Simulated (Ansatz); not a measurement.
Consider a rigid torsion scan of CH7BNP, SMILES CBPN (Ansatz's Python interface).

`run_torsion.py`:
```python
"""Rigid torsion scan of CH7BNP."""

import warnings

import ansatz as az
from ase import Atoms

warnings.simplefilter("ignore", az.DeckWarning)

atoms = Atoms(["C", "B", "P", "N", "H", "H", "H", "H", "H", "H", "H"], positions=[
    (-0.8908, 1.1257, 0.4527),
    (0.5041, 0.9517, -0.1775),
    (1.4093, -0.7197, 0.0468),
    (0.2117, -1.7029, -0.6779),
    (-1.2839, 2.1947, 0.2061),
    (-0.9008, 1.0365, 1.5381),
    (-1.6219, 0.4468, -0.0025),
    (1.0817, 1.8598, -0.7488),
    (0.9779, -0.8975, 1.4648),
    (0.3351, -2.7051, -0.3918),
    (0.243, -1.6468, -1.6893),
])

# relax first, so that the scan starts from a minimum
first = (
    az.Crystal.molecule_from_ase(atoms).calculation()
    .basis(gaussian="cc-pVDZ")
    .functional("r2scan")
    .accuracy("medium")
    .relax(force_tolerance=0.02, max_steps=80)
)
atoms.positions = first.run().report["positions_ang"]

start = atoms.get_dihedral(2, 1, 0, 4)
energies = {}
for turn in range(0, 121, 20):
    turned = atoms.copy()
    turned.set_dihedral(2, 1, 0, 4, start + turn, indices=[0, 4, 5, 6])
    calc = (
        az.Crystal.molecule_from_ase(turned).calculation()
        .basis(gaussian="cc-pVDZ")
        .functional("r2scan")
        .accuracy("medium")
    )
    energies[round((start + turn) % 360)] = calc.run().report["free_energy_ev"]
floor = min(energies.values())
print("dihedral P2-B1-C0-H4 (deg)   E - E(min) (eV)")
for angle, e in sorted(energies.items()):
    print(f"{angle:8d} {(e - floor):14.3f}  " + "#" * int(30 * (e - floor) / max(max(energies.values()) - floor, 1e-9)))
```

Where along the turn do the lowest and the highest point lie, and how far apart are they?

The lowest point is at 237° and the highest at 317°, 0.093 eV (9.0 kJ/mol) above it, with the rest of the molecule held.

The run itself:

Running `python run_torsion.py` prints:
```text
dihedral P2-B1-C0-H4 (deg)   E - E(min) (eV)
     237          0.000
     257          0.016  #####
     277          0.056  ##################
     297          0.090  ############################
     317          0.093  ##############################
     337          0.068  #####################
     357          0.038  ############
```

These settings explore the input space; basis and method may be short of convergence. The scan is rigid and the energies are electronic, in a modest basis. With rigid groups the curve can differ much from the relaxed path, the start wasn't checked as a minimum of this torsion, and equivalent turns needn't return to the same energy. Wall time of the script: 3.4 min on 1 thread of Arm Neoverse V1, on a shared host, peak memory 0.24 GiB.
